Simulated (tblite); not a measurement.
# CH9ClOSi3: the cost of one run

Programs: tblite 0.8.0 and PySCF 2.14.0, with density-fitted response routines of our own. Each step states its level of theory. These are calculated values for one molecule in the gas phase, unless marked as measured. Atoms count from 0, in the outputs and in this text.

### Step 1. The molecule as given

15 atoms, charge 0, multiplicity 1; geometry from: force field or distance geometry start.

Bonds of the start (Å): Si0–Si1 2.25, Si1–O2 1.68, O2–Si3 1.70, Si3–C4 1.87, C4–Cl5 1.77, Si0–H6 1.47, Si0–H7 1.49, Si0–H8 1.46, Si1–H9 1.47, Si1–H10 1.47, Si3–H11 1.48, Si3–H12 1.46, C4–H13 1.09, C4–H14 1.12.

### Step 2. Geometry optimisation with GFN2-xTB

What the job is given:

```
{"job": {"kind": "relax", "xc": "GFN2-xTB", "basis": "xTB"}, "charge": 0, "multiplicity": 1}
Si     3.037600     0.380700    -0.099200
Si     1.213100    -0.722100    -0.833900
O     -0.165100     0.241600    -0.781300
Si    -1.558800    -0.527100    -0.171700
C     -2.887000     0.779800     0.017000
Cl    -2.293800     1.932400     1.228400
H      4.281700    -0.306700    -0.478900
H      3.001500     1.697500    -0.787900
H      2.970000     0.614100     1.341600
H      1.510200    -1.012000    -2.243800
H      1.051900    -2.018900    -0.168900
H     -1.295100    -1.126200     1.154600
H     -2.067800    -1.573300    -1.051900
H     -3.850300     0.360100     0.324600
H     -2.952300     1.288100    -0.976300
```

Launch:

```
> OMP_NUM_THREADS=1 python probes_run.py task.json out
```

One launch serves the whole session: the jobs run in the order shown.

Q: Estimate the wall time and peak memory of this first job on 1 thread of AMD EPYC, shared host.

About 4.4 s, with a peak of 0.18 GiB.
